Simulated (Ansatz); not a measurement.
# GeNH2 (doublet): from Hartree-Fock to the top rungs, cc-pVDZ

The task here is to estimate one member of a computed series from the others.

The runs use Ansatz 0.2.0, Gaussian basis; cc-pVDZ, core rule «outside noble gas», up to 15 orbitals frozen.

The runs, in order: UHF; CCSD(T) on ROHF; CCSD(T) on UHF; BCCD(T) on ROHF; CISD; CCSDT(Q) on ROHF; CCSDT(Q) on UHF.

34 further runs of the same task are left out: 12 for a known fault of the program, 7 that didn't finish, 15 set aside as unsound or not needed.

### The system

The geometry is a PBE0/def2-TZVP stationary point (not a proven minimum). No spin-orbit coupling is included. The filled d shell of Ge may be among the frozen orbitals whatever the setting's name suggests; the logs give the count.

4 atoms, charge 0, spin multiplicity 2.

Atoms are counted from 1 here; the program's logs count them from 0.

Bond lengths: Ge1–N2 1.713 Å, Ge1–H3 1.581 Å, N2–H4 1.013 Å. Angles: N2–Ge1–H3 106.3°, Ge1–N2–H4 127.4°.

The first run:

File in.yaml:

```yaml
crystal:
  periodic: [false, false, false]
  atoms:
    - {symbol: Ge, position_ang: [0.000000, -0.050581, 0.287692]}
    - {symbol: N, position_ang: [0.000000, 0.199167, -1.406789]}
    - {symbol: H, position_ang: [0.000000, 1.385599, 0.948607]}
    - {symbol: H, position_ang: [0.000000, -0.508046, -2.132666]}
basis:
  gaussian: {orbitals: cc-pVDZ}
magnetization: {spin_polarized: true, initial_magnetization: 1}
hamiltonian: {xc: hf}
output: {orbitals: {seedname: orbitals}}
```

Started as:

```console
ansatz run in.yaml --threads 1 --pin off --events-out ev --progress --plain --max-ram 2393MiB
```

Among the steps run: UHF; CCSD(T) on ROHF; CCSD(T) on UHF; BCCD(T) on ROHF; CISD; CCSDT(Q) on ROHF; CCSDT(Q) on UHF.

One table of the session follows, with a row left open; its other results are not shown here.

| method | from RCCSDT(Q) (meV) |
| --- | --- |
| ROHF | +7914.0 |
| UHF | +7660.8 |
| RMP2 | +1524.7 |
| UMP2 | +1430.0 |
| RCCSD | +410.7 |
| UCCSD | +403.3 |
| RCCSD(T) | +109.9 |
| UCCSD(T) | +111.3 |
| BCCD(T) | +84.7 |
| RCCSDT | +48.5 |
| UCCSDT | +47.4 |
| RCCSDT(Q) | 0 |
| UCCSDT(Q) | ? |

Estimate the missing values for UCCSDT(Q).

As computed: from RCCSDT(Q) (meV): -0.7. In the column «from RCCSDT(Q) (meV)» it is the lowest.

Not comparable, so not listed: CISD (they don't share determinant, frozen orbitals or solution with the rows shown, or repeat one).

Caveats from the session: Restricted and unrestricted rows rest on different reference determinants; where their highest levels disagree by more than a few hundredths of an eV, they describe different states and don't form one ladder.
